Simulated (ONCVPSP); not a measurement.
# Cd: the cost of one run

Method: ONCVPSP 4.0.1.1 (patched build), PBE, scalar-relativistic.

## Step 1: Settings

The settings as typed:

```json
{"element": "cadmium (Cd, Z = 48)", "type": "optimised norm-conserving Vanderbilt (ONCV)", "frozen core": "[Ar] 3d10", "valence charge": "20", "reference configuration": "4s2 4p6 4d10 5s1 (charge +1)", "partial waves": "4s+5s: rc 1.55 bohr, ncon 4, nbas 9, qcut 9.2 1/bohr, 2 projectors; 4p: rc 1.10 bohr, ncon 4, nbas 8, qcut 8.2 1/bohr, 1 projector; 4d: rc 1.05 bohr, ncon 3, nbas 7, qcut 9.2 1/bohr, 2 projectors, debl 2.5 Ha", "local potential": "polynomial inside 0.75 bohr (lpopt 3, dvloc0 6 Ha)", "core correction": "Teter function, fcfact 2.5, rcfact 1.25"}
```

The nodes and maxima of the atom's own shells, from an earlier all-electron run, set the scale for the radii.

All-electron outer shells of the reference configuration (PBE, scalar-relativistic, ld1.x):

```json
{"shell": "3d", "level (eV)": "-402.41", "outermost node (bohr)": "–", "outermost maximum (bohr)": "0.27"}
{"shell": "4s", "level (eV)": "-114.75", "outermost node (bohr)": "0.43", "outermost maximum (bohr)": "0.79"}
{"shell": "4p", "level (eV)": "-75.82", "outermost node (bohr)": "0.43", "outermost maximum (bohr)": "0.84"}
{"shell": "4d", "level (eV)": "-20.51", "outermost node (bohr)": "0.42", "outermost maximum (bohr)": "0.98"}
{"shell": "5s", "level (eV)": "-13.06", "outermost node (bohr)": "1.06", "outermost maximum (bohr)": "2.23"}
{"shell": "5p", "level (eV)": "-7.37", "outermost node (bohr)": "1.19", "outermost maximum (bohr)": "2.83"}
```

## Step 2: Generation

The input, Cd.dat:

```
# ATOM AND REFERENCE CONFIGURATION
# atsym  z   nc   nv     iexc    psfile
  Cd 48.00    6    4        4      upf
#
#   n    l    f
    1    0    2.00
    2    0    2.00
    2    1    6.00
    3    0    2.00
    3    1    6.00
    3    2   10.00
    4    0    2.00
    4    1    6.00
    4    2   10.00
    5    0    1.00
#
# PSEUDOPOTENTIAL AND OPTIMIZATION
# lmax
    2
#
#   l,   rc,      ep,       ncon, nbas, qcut
    0    1.55    0.00    4    9    9.20
    1    1.10    0.00    4    8    8.20
    2    1.05    0.00    3    7    9.20
#
# LOCAL POTENTIAL
# lloc, lpopt,  rc(5),   dvloc0
    4    3    0.75    6.00
#
# VANDERBILT-KLEINMAN-BYLANDER PROJECTORs
# l, nproj, debl
    0    2    1.10
    1    1    2.90
    2    2    2.50
#
# MODEL CORE CHARGE
# icmod, fcfact, rcfact
    3    2.50    1.25
#
# LOG DERIVATIVE ANALYSIS
# epsh1, epsh2, depsh
   -6.00    5.00    0.04
#
# OUTPUT GRID
# rlmax, drl
    6.00    0.01
#
# TEST CONFIGURATIONS
# ncnf
    4
# nvcnf
#   n    l    f
    4
    4    0    2.00
    4    1    6.00
    4    2   10.00
    5    0    2.00
#
    4
    4    0    2.00
    4    1    6.00
    4    2   10.00
    5    0    0.00
#
    4
    4    0    2.00
    4    1    6.00
    4    2    9.00
    5    0    0.00
#
    4
    4    0    2.00
    4    1    6.00
    4    2   10.00
    5    0    1.50
#
```

Run with:

```bash
$ oncvpsp.x < Cd.dat > Cd.out
```

**Question.** How long does this run take on 1 thread of Neoverse-N1, shared host?

About 4.8 s.
